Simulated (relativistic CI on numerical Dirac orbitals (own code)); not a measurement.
**Cu³⁺: 3p photoemission with charge transfer**

Aim: the 3p photoemission spectrum of Cu³⁺ in a cubic metal-ligand cluster, for 5 values of Delta.

Program: relativistic CI on numerical Dirac orbitals (own code) version 3. Level of theory: charge-transfer multiplet model of a cubic metal-ligand cluster with up to 2 ligand holes, Slater and spin-orbit integrals from Dirac-Coulomb-Breit ions, Slater integrals scaled by 0.7. These are calculated values, not measurements, unless marked.

## (1) The atom as given

```
ion                  : Cu³⁺ (Cu IV)
nuclear charge       : 29
electrons            : 26
d electrons          : 8
ligand holes at most : 2
parameters           : in eV; Veg, Vt2g hoppings, tenDq and tenDqL metal and ligand splittings (negative tenDq: tetrahedral), red the scaling of hopping with a core hole
temperature          : 20 K
widths               : Lorentz 0.9 eV, Gauss 0.8 eV
```

## (2) Delta = 2.1 eV

Input settings:

```ini
cluster ion=Cu3+ d8 ligand_holes=2 slater_scale=0.7
Delta=2.1 Udd=6.5 Upd=8.2 tenDq=-0.3 tenDqL=0 Veg=1.5 Vt2g=-2.55 red=0.8
spectrum xps 3p T=20 lorentz=0.9 gauss=0.8
```

Launch:

```console
$ python run_levels.py task.json out
```

One command runs all members of the session, one after another, from task.json.

## (3) Delta = -0.9 eV

Input settings:

```ini
cluster ion=Cu3+ d8 ligand_holes=2 slater_scale=0.7
Delta=-0.9 Udd=6.5 Upd=8.2 tenDq=-0.3 tenDqL=0 Veg=1.5 Vt2g=-2.55 red=0.8
spectrum xps 3p T=20 lorentz=0.9 gauss=0.8
```

## (4) Delta = 0.1 eV

Input settings:

```ini
cluster ion=Cu3+ d8 ligand_holes=2 slater_scale=0.7
Delta=0.1 Udd=6.5 Upd=8.2 tenDq=-0.3 tenDqL=0 Veg=1.5 Vt2g=-2.55 red=0.8
spectrum xps 3p T=20 lorentz=0.9 gauss=0.8
```

## (5) Delta = 1.1 eV

Input settings:

```ini
cluster ion=Cu3+ d8 ligand_holes=2 slater_scale=0.7
Delta=1.1 Udd=6.5 Upd=8.2 tenDq=-0.3 tenDqL=0 Veg=1.5 Vt2g=-2.55 red=0.8
spectrum xps 3p T=20 lorentz=0.9 gauss=0.8
```

## (6) Delta = 3.1 eV

Input settings:

```ini
cluster ion=Cu3+ d8 ligand_holes=2 slater_scale=0.7
Delta=3.1 Udd=6.5 Upd=8.2 tenDq=-0.3 tenDqL=0 Veg=1.5 Vt2g=-2.55 red=0.8
spectrum xps 3p T=20 lorentz=0.9 gauss=0.8
```

(Steps that only read results are left out.)

**Question.** What will these runs give? Wanted: d count; ground spin.

As calculated:

| run | d count | weight without ligand hole | ground S | up to four highest peaks (% of the highest), eV from the first main peak |
| --- | --- | --- | --- | --- |
| Delta = 2.1 eV | 8.36 | 0.66 | 1.00 | 0.0 (100), 1.7 (55), 5.6 (60), 14.6 (35) |
| Delta = -0.9 eV | 8.65 | 0.41 | 1.00 | 0.0 (100), 7.7 (40), 14.0 (38), 17.6 (11) |
| Delta = 0.1 eV | 8.54 | 0.50 | 1.00 | 0.0 (100), 7.0 (41), 13.6 (37), 16.5 (15) |
| Delta = 1.1 eV | 8.45 | 0.58 | 1.00 | 0.0 (100), 6.4 (49), 9.6 (28), 13.1 (31) |
| Delta = 3.1 eV | 8.29 | 0.72 | 1.00 | 0.0 (100), 1.9 (52), 5.3 (68), 14.3 (39) |

| quantity | value |
| --- | --- |
| d count | 8.29 to 8.65 |
| ground spin (effective S from ⟨S²⟩) | 1.00 |

In words: From Delta = -0.9 eV to Delta = 3.1 eV the ground-state d count goes from 8.65 to 8.29. In the first run d8 holds 66 % of the ground state. The cluster parameters are drawn, not fitted to a compound.
